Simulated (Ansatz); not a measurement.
**CH₈O₄Si₂: one species, many methods**

One table from this session's results is given with a row withheld; the runs are named, their logs left out.

Program: Ansatz 0.2.0, Gaussian basis. Level of theory: functionals in def2-TZVPP, the program's frozen cores in correlated methods. These are calculated values, not measurements.

The runs, in order: PBE-D4, r2SCAN-D4, PBE0-D4, B3LYP-D4, ωB97X-V, ωB97M-V, B2PLYP; CCSD(T)/def2-TZVPP; MP2/def2-QZVPP; extrapolation to the limit.

**Structure used throughout**

An earlier PBE0-D4 in a triple-zeta def2 set relaxation fixed the geometry.

SMILES `O[SiH2]C[Si](O)(O)O`, 15 atoms, charge 0, spin multiplicity 1.

Atoms are counted from 1 here; the program's logs count them from 0.

Bond lengths: O1–Si2 1.643 Å, O1–H8 0.965 Å, Si2–C3 1.877 Å, Si2–H9 1.490 Å, Si2–H10 1.485 Å, C3–Si4 1.846 Å, C3–H11 1.096 Å, C3–H12 1.096 Å, Si4–O5 1.651 Å, Si4–O6 1.634 Å, Si4–O7 1.642 Å, O5–H13 0.959 Å, O6–H14 0.958 Å, O7–H15 0.958 Å. Angles: Si2–O1–H8 112.9°, O1–Si2–C3 109.9°, O1–Si2–H9 112.3°, O1–Si2–H10 106.8°, C3–Si2–H9 108.5°, C3–Si2–H10 110.8°, H9–Si2–H10 108.6°, Si2–C3–Si4 114.5°, Si2–C3–H11 107.5°, Si2–C3–H12 109.5°, Si4–C3–H11 109.4°, Si4–C3–H12 108.6°, H11–C3–H12 107.2°, C3–Si4–O5 104.6°, C3–Si4–O6 113.8°, C3–Si4–O7 114.0°, O5–Si4–O6 107.7°, O5–Si4–O7 112.3° and more.

Set-up of the first run:

The input, in.yaml:

```yaml
crystal:
  periodic: [false, false, false]
  atoms:
    - {symbol: O, position_ang: [1.434339, -2.070667, -0.492754]}
    - {symbol: Si, position_ang: [1.765683, -0.836245, 0.540117]}
    - {symbol: C, position_ang: [0.168995, -0.007576, 1.076621]}
    - {symbol: Si, position_ang: [-0.865282, 0.630443, -0.312821]}
    - {symbol: O, position_ang: [-0.879120, -0.594775, -1.418997]}
    - {symbol: O, position_ang: [-0.243847, 1.953496, -1.043064]}
    - {symbol: O, position_ang: [-2.379833, 1.081019, 0.135255]}
    - {symbol: H, position_ang: [0.704914, -1.871976, -1.093239]}
    - {symbol: H, position_ang: [2.649065, 0.192936, -0.075610]}
    - {symbol: H, position_ang: [2.468904, -1.429633, 1.705483]}
    - {symbol: H, position_ang: [-0.406780, -0.743510, 1.650261]}
    - {symbol: H, position_ang: [0.398069, 0.823417, 1.752768]}
    - {symbol: H, position_ang: [-1.275759, -0.400730, -2.270850]}
    - {symbol: H, position_ang: [-0.648595, 2.795192, -0.829821]}
    - {symbol: H, position_ang: [-2.890745, 0.478611, 0.676641]}
basis:
  gaussian: {orbitals: def2-TZVPP}
hamiltonian: {xc: pbe, dispersion: d4}
output: {forces: true, orbitals: {seedname: orbitals}}
```

On the command line:

```
> ansatz run in.yaml --threads 2 --pin off --events-out ev --progress --plain --max-ram 22528MiB --backend cuda --devices 0, --max-vram 18GiB
```

Steps of the session up to this table: PBE-D4 (GGA); r2SCAN-D4 (meta-GGA); PBE0-D4 (hybrid); B3LYP-D4 (hybrid); ωB97X-V (range-separated); ωB97M-V (range-separated); B2PLYP (double hybrid); CCSD(T) in def2-TZVPP; MP2 in def2-QZVPP.

One of the session's tables, all rows but one given; the rest of the session is left out.

| method | atomisation energy (kJ/mol) |
| --- | --- |
| PBE-D4 | 5956.5 |
| r2SCAN-D4 | 5914.0 |
| PBE0-D4 | 5843.6 |
| B3LYP-D4 | 5874.4 |
| ωB97X-V | 5919.1 |
| ωB97M-V | 5928.9 |
| B2PLYP | 5832.1 |
| HF/def2-TZVPP | 4243.8 |
| MP2/def2-TZVPP | 5903.6 |
| CCSD/def2-TZVPP | ? |
| CCSD(T)/def2-TZVPP | 5763.5 |
| MP2/CBS | 6082.7 |
| CCSD(T)/CBS | 5942.5 |

Q: Estimate the row for CCSD/def2-TZVPP from the others.

The run gave: atomisation energy (kJ/mol): 5677.6. In the column «atomisation energy (kJ/mol)» it lies between HF/def2-TZVPP (4243.8) and CCSD(T)/def2-TZVPP (5763.5).
